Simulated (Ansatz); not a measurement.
# GaSO radical (SMILES [O]1[S][Ga]1): single points off equilibrium

One table from this session's results is given with a row withheld; the runs are named, their logs left out.

Computed with Ansatz 0.2.0, Gaussian basis. Level: single points in def2-TZVPP.

Cores are frozen in the correlated methods. Filled d shells of the heavier atoms are correlated. Orbitals are unrestricted.

## Where the work starts

SMILES `[O]1[S][Ga]1`, 3 atoms, charge 0, spin multiplicity 2.

Atoms are counted from 1 here; the program's logs count them from 0.

Bond lengths: O1–S2 1.530 Å, O1–Ga3 1.975 Å, S2–Ga3 2.593 Å. Angles: S2–O1–Ga3 94.6°, O1–S2–Ga3 49.4°, O1–Ga3–S2 36.0°.

As a file:

```
O     0.5431    0.5364    0.2962
S    -0.8051    0.8938   -0.3321
Ga    0.3367   -1.4080    0.0182
```

The first run:

The input, run/in.yaml:

```yaml
crystal:
  periodic: [false, false, false]
  atoms:
    - {symbol: O, position_ang: [0.543100, 0.536400, 0.296200]}
    - {symbol: S, position_ang: [-0.805100, 0.893800, -0.332100]}
    - {symbol: Ga, position_ang: [0.336700, -1.408000, 0.018200]}
basis:
  gaussian: {orbitals: def2-TZVPP}
magnetization: {spin_polarized: true, initial_magnetization: 1}
correlation: {method: ccsd_t}
scf: {omitted_lower_state_checks: [cluster_reference]}
output: {forces: true}
```

No record of the launch command was kept for these runs.

Among the steps run: CCSD(T)/def2-TZVPP; PBE0-D4/def2-TZVPP; wB97M-V/def2-TZVPP; r2SCAN-D4/def2-TZVPP; PBE-D4/def2-TZVPP; BLYP-D4/def2-TZVPP; B97M-V/def2-TZVPP.

One of the session's tables, all rows but one given; the rest of the session is left out.

| method | RMS force component (eV/Å) | angle to CCSD(T) forces (°) | dipole (D) |
| --- | --- | --- | --- |
| CCSD(T) | 1.667 | reference | 2.01 |
| PBE0-D4 | 1.328 | 4.6 | 2.04 |
| wB97M-V | 1.396 | 1.8 | 2.18 |
| r2SCAN-D4 | ? | ? | ? |
| PBE-D4 | 1.734 | 9.3 | 1.83 |
| BLYP-D4 | 1.899 | 12.0 | 1.87 |
| B97M-V | 1.381 | 4.4 | 2.03 |

**Question.** Estimate the row for r2SCAN-D4.

The run gave: RMS force component (eV/Å): 1.490; angle to CCSD(T) forces (°): 4.9; dipole (D): 1.80. In the column «RMS force component (eV/Å)» it lies between wB97M-V (1.396) and CCSD(T) (1.667).
